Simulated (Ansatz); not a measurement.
# ClH3Si: the cost of one run

Method: PBE0-D4/def2-TZVP structures, single points in def2-TZVPP, no counterpoise correction; program: Ansatz 0.2.0, Gaussian basis.

Levels: SPW92, PBE-D4, BLYP-D4, r2SCAN-D4, B97M-V, PBE0-D4, B3LYP-D4, r2SCAN0-D4, BHLYP-D4, CAM-B3LYP-D4, wB97X-V, wB97M-V, B2PLYP, PBE-QIDH, RPA on PBE, Hartree-Fock, MP2, CCSD, CCSD(T).

Correlated methods freeze the cores. Filled d shells of the heavier atoms are correlated. B3LYP uses VWN-RPA correlation. B2PLYP carries no dispersion term here.

94 further runs of the same task are left out: 94 set aside as unsound or not needed.

### Step 1. The system as given

The complex: 8 atoms, charge 0, spin multiplicity 1.

Atoms are counted from 1 here; the program's logs count them from 0.

Bond lengths: Si1–Cl5 2.095 Å, Si1–H6 1.476 Å, Si1–H7 1.481 Å, Si1–H8 1.474 Å, Ge2–H3 1.610 Å, Ge2–Cl4 2.213 Å. Angles: Cl5–Si1–H6 107.1°, Cl5–Si1–H7 104.7°, Cl5–Si1–H8 107.8°, H6–Si1–H7 111.0°, H6–Si1–H8 113.8°, H7–Si1–H8 111.9°, H3–Ge2–Cl4 93.5°.

Coordinates:

```mol
Cl2GeH4Si
  3D, bonds by distance, orders not assigned

  8  6  0  0  0  0  0  0  0  0999 V2000
   -1.2585    0.0709    0.1025 Si  0  0
    2.3414    0.3787    0.2084 Ge  0  0
    1.3161   -0.5290    1.0559 H   0  0
    2.1964   -0.8979   -1.5936 Cl  0  0
    0.0157    1.6810   -0.3153 Cl  0  0
   -1.2947   -0.0838    1.5703 H   0  0
   -2.5790    0.4914   -0.4208 H   0  0
   -0.7374   -1.1112   -0.6075 H   0  0
  1  5  8  0
  1  6  8  0
  1  7  8  0
  1  8  8  0
  2  3  8  0
  2  4  8  0
M  END
```

Its parts: SiH3Cl holds atoms 1, 5, 6, 7, 8; GeHCl holds atoms 2, 3, 4. Each part counts its atoms afresh in its own runs.

### Step 2. Relaxing SiH3Cl alone

The input, relax-a/in.yaml:

```yaml
crystal:
  periodic: [false, false, false]
  atoms:
    - {symbol: Si, position_ang: [-1.258527, 0.070871, 0.102477]}
    - {symbol: Cl, position_ang: [0.015732, 1.681004, -0.315329]}
    - {symbol: H, position_ang: [-1.294712, -0.083772, 1.570334]}
    - {symbol: H, position_ang: [-2.579039, 0.491364, -0.420779]}
    - {symbol: H, position_ang: [-0.737392, -1.111231, -0.607452]}
basis:
  gaussian: {orbitals: def2-TZVP}
hamiltonian: {xc: pbe0, dispersion: d4}
relax: {f_tol: 0.005, max_steps: 200}
```

Started as:

```bash
ansatz run in.yaml --threads 4 --pin off --events-out ev --progress --plain --max-ram 9574MiB
```

**Question.** How long does this run take on 4 threads of Arm Neoverse V1, shared host?

About 2.7 s.
